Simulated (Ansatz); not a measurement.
ZrH3, space group Pm-3m: relaxations under a series of pressures, run with the Ansatz DFT code, driven from Python.

Script `zrh3_compress.py`:
```python
# -*- coding: utf-8 -*-
'''Volume and enthalpy of ZrH3 against pressure.'''

import ansatz as az
import numpy as np
import pandas as pd

def edges_and_angles(cell):
    cell = np.asarray(cell)
    a, b, c = np.linalg.norm(cell, axis=1)
    cosines = cell[1] @ cell[2] / (b * c), cell[0] @ cell[2] / (a * c), cell[0] @ cell[1] / (a * b)
    return (a, b, c, *np.degrees(np.arccos(cosines)))

lattice = az.Lattice.of(
    [3.126038, 0.0, 0.0],
    [0.0, 3.126038, 0.0],
    [0.0, 0.0, 3.126038],
)
sites = [
    ('Zr', [0.0, 0.0, 0.0]),
    ('H', [0.0, 0.5, 0.5]),
    ('H', [0.5, 0.0, 0.5]),
    ('H', [0.5, 0.5, 0.0]),
]
system = az.Crystal(lattice=lattice)
for symbol, position in sites:
    system = system.atom(symbol, position)

job = system.calculation().functional('r2scan').occupations('cold').basis(600).kpoints(length=22)

# H = F + PV, with 1 GPa A^3 = 1/160.21766 eV
rows = []
for pressure in [-2, 0, 2, 5, 10]:
    result = job.relax(cell=True, pressure=pressure).run(threads=1)
    cell = result.lattice.cell_ang
    n_atoms = len(result.lattice.sites)
    volume = abs(np.linalg.det(cell)) / n_atoms
    enthalpy = result.report['free_energy_ev'] / n_atoms + pressure * volume / 160.21766
    rows.append((pressure, volume, enthalpy, *edges_and_angles(cell)))
    print(f'{pressure} GPa done: {volume:.4f} A^3/atom')

table = pd.DataFrame(rows, columns=['P_GPa', 'V_A3_atom', 'H_eV_atom', 'a', 'b', 'c', 'alpha', 'beta', 'gamma'])
print(table.round(4).to_string(index=False))
p, v = np.array([row[0] for row in rows], float), np.array([row[1] for row in rows])
print('mean bulk modulus between rows (GPa):', np.round(-np.diff(p) / np.diff(np.log(v)), 1))
```

From its runs, with one value withheld:

| P (GPa) | relaxed V (Å³/atom) |
| --- | --- |
| -2 | 7.665 |
| 0 | 7.549 |
| 2 | 7.442 |
| 5 | ? |
| 10 | 7.071 |

What volume does the cell relax to at 5 GPa?

Murnaghan's form V = V0 (1 + B' P / B0)^(-1/B') through the 4 rows shown gives V0 = 7.549 Å³, B0 = 135.7 GPa and B' = 3.58, and so 7.293 Å³ an atom at 5 GPa. The run gave 7.293 Å³, 0.00 % away.

What to keep in mind:
- Spin is left out of this run.
- At a fixed pressure a relaxation lowers the enthalpy F + PV, while F alone can rise.
- For a metal this k-point mesh is coarse: on a finer one energies can move by several to tens of meV an atom and pressures by half a GPa or more, differences at one mesh by less.
- This cell is a computed structure, which may not be the phase found in nature.
- Symmetry holds the cell in this phase, whether or not it is the stable one at each pressure.
- Timing: 37 s on 1 thread of Intel(R) Xeon(R) Processor @ 2.30GHz, on a shared host, peak memory 0.61 GiB.
